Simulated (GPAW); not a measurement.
**BeCr3: relaxation of cell and atoms with PBEsol**

BeCr3:

```
Cr Be
1.0
     3.51121    0.00000    0.00000
     0.00000    3.51121    0.00000
     0.00000    0.00000    3.51121
Cr Be
3 1
Direct
  0.50000 0.50000 0.00000
  0.50000 0.00000 0.50000
  0.00000 0.50000 0.50000
  0.00000 0.00000 0.00000
```

The cell comes from a database or a generator and needn't be the stable form of this composition.

* Program: GPAW 26.7.0
* Task: relaxation of cell and atoms
* Functional: PBEsol
* Potentials or basis: PAW data sets generated in the run's folder for this functional
* Cutoff: 800 eV
* Basis: pw
* k mesh: 6 × 6 × 6
* Occupations: fermi-dirac, width 0.05 eV
* Spin: collinear spin, ferromagnetic start
* Starting moments: [3.0, 3.0, 3.0, 0.0] μB
* Target pressure: 10 GPa
* Maxiter: 150
* Optimizer: BFGS
* Fmax: 0.02 eV/Å
* Max steps: 60
* Target pressure: 10 GPa
* Convergence: density=1e-05 forces=0.0001

```json
{
 "Relaxed volume": "10.02 Å³/atom",
 "Relaxed cell": "a = 3.422 Å, b = 3.422 Å, c = 3.422 Å, α = 90.00°, β = 90.00°, γ = 90.00°",
 "Space group after relaxing (to 0.05 Å)": "Pm-3m (No. 221)",
 "Energy change on relaxing (the enthalpy is what falls)": "+3.0 meV/atom",
 "Ionic steps": "4",
 "Pressure after relaxing": "9.9 GPa",
 "Band gap on the k mesh": "none (metal or under the smearing width)",
 "Net moment": "0.00 μB per cell"
}
```

The path:
| step | energy change (eV) | largest force (eV/Å) | pressure (GPa) | volume (Å³) |
| --- | --- | --- | --- | --- |
| 1 | 0.0000 | 0.0000 | -8.21 | 43.29 |
| 2 | -0.0233 | 0.0000 | -5.51 | 42.72 |
| 3 | 0.0266 | 0.0000 | 11.40 | 39.86 |
| 4 | 0.0119 | 0.0000 | 9.91 | 40.07 |

Final structure:
```
Cr Be
1.0
     3.42202    0.00000    0.00000
     0.00000    3.42202    0.00000
     0.00000    0.00000    3.42202
Cr Be
3 1
Direct
  0.50000 0.50000 0.00000
  0.50000 0.00000 0.50000
  0.00000 0.50000 0.50000
  0.00000 0.00000 0.00000
```

Levels at points of the mesh, in eV from the Fermi level:
Spin up:
| k point | band 6 | band 7 | band 8 | band 9 | band 10 | band 11 | band 12 | band 13 | band 14 | band 15 |
| --- | --- | --- | --- | --- | --- | --- | --- | --- | --- | --- |
| (0.00, 0.00, 0.00) | -3.18 | -3.18 | 0.64 | 0.64 | 0.64 | 1.94 | 1.94 | 1.97 | 1.97 | 1.97 |
| (0.50, 0.00, 0.00) | -2.63 | -1.55 | -0.78 | -0.78 | -0.15 | -0.13 | 0.42 | 0.81 | 0.81 | 1.19 |
| (0.50, 0.50, 0.00) | -1.95 | -1.87 | -1.87 | -0.62 | -0.62 | 0.32 | 0.32 | 0.42 | 1.31 | 1.43 |
| (0.50, 0.50, 0.50) | -0.96 | -0.96 | -0.90 | -0.90 | -0.90 | 0.48 | 0.48 | 0.48 | 1.28 | 1.28 |
Spin down:
```csv
k point,band 7,band 8,band 9,band 10,band 11,band 12,band 13,band 14
"(0.00, 0.00, 0.00)",-3.18,0.64,0.64,0.64,1.94,1.94,1.97,1.97
"(0.50, 0.00, 0.00)",-1.55,-0.78,-0.78,-0.15,-0.13,0.42,0.81,0.81
"(0.50, 0.50, 0.00)",-1.87,-1.87,-0.62,-0.62,0.32,0.32,0.42,1.31
"(0.50, 0.50, 0.50)",-0.96,-0.90,-0.90,-0.90,0.48,0.48,0.48,1.28
```

Run time: 2.8 min on 1 thread of Arm Neoverse V2, with other jobs on the host, peak memory 0.3 GiB.

Caveat: each step starts from the last one's moments, so a moment once lost doesn't come back; the starting moments collapsed, and a magnetic state may lie lower; later steps reuse the first step's grids.
